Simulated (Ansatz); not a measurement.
# AlBrH₃NO: how energies converge with the basis set

Aim: see how fast density functionals converge with the basis set for AlBrH₃NO.

The runs use Ansatz 0.2.0, Gaussian basis; one geometry, several basis sets.

The runs, in order: PBE0-D4/def2-SVP; ωB97M-V/def2-SVP; PBE0-D4/def2-QZVPP; ωB97M-V/def2-QZVPP; the functionals' def2-TZVPP values are taken from earlier runs.

### 1 Structure used throughout

All runs share one geometry, relaxed beforehand with PBE0-D4 in a triple-zeta def2 set.

SMILES `[NH2][Al]([OH])[Br]`, 7 atoms, charge 0, spin multiplicity 1.

Atoms are counted from 1 here; the program's logs count them from 0.

Bond lengths: N1–Al2 1.755 Å, N1–H5 1.006 Å, N1–H6 1.007 Å, Al2–O3 1.686 Å, Al2–Br4 2.245 Å, O3–H7 0.955 Å. Angles: Al2–N1–H5 125.9°, Al2–N1–H6 123.4°, H5–N1–H6 110.7°, N1–Al2–O3 124.3°, N1–Al2–Br4 118.5°, O3–Al2–Br4 117.2°, Al2–O3–H7 124.7°.

### 2 PBE0-D4 in def2-SVP

The input, in.yaml:

```yaml
crystal:
  periodic: [false, false, false]
  atoms:
    - {symbol: N, position_ang: [-0.466386, 1.129803, 0.094811]}
    - {symbol: Al, position_ang: [-0.099936, -0.565625, -0.175130]}
    - {symbol: O, position_ang: [1.383817, -1.285151, 0.176417]}
    - {symbol: Br, position_ang: [-1.697830, -1.880318, -1.044946]}
    - {symbol: H, position_ang: [0.163190, 1.815363, 0.476889]}
    - {symbol: H, position_ang: [-1.357532, 1.545641, -0.120134]}
    - {symbol: H, position_ang: [2.135880, -0.827615, 0.546393]}
basis:
  gaussian: {orbitals: def2-SVP}
hamiltonian: {xc: pbe0, dispersion: d4}
output: {orbitals: {seedname: orbitals}}
```

The run is started by

```bash
$ ansatz run in.yaml --threads 2 --pin off --events-out ev --progress --plain --max-ram 32768MiB --backend cpu
```

Further steps of the session: ωB97M-V in def2-SVP; PBE0-D4 in def2-QZVPP; ωB97M-V in def2-QZVPP.

**Question.** What will the summary of the whole plan be? Wanted: PBE0-D4: double and triple zeta above quadruple; ωB97M-V: double and triple zeta above quadruple.

The runs gave:

| quantity | value |
| --- | --- |
| PBE0-D4: double and triple zeta above quadruple | 17.33, 1.87 eV |
| ωB97M-V: double and triple zeta above quadruple | 17.32, 1.80 eV |

PBE0-D4 gains 15.46 eV from double to triple zeta, then 1.87 eV more. These are total energies; as a rule much of such shifts cancels in differences, which this series doesn't test. The LUMO of ωB97M-V is positive and keeps falling with the basis (1.45 to 0.63 eV): an unbound level that the basis holds in place.
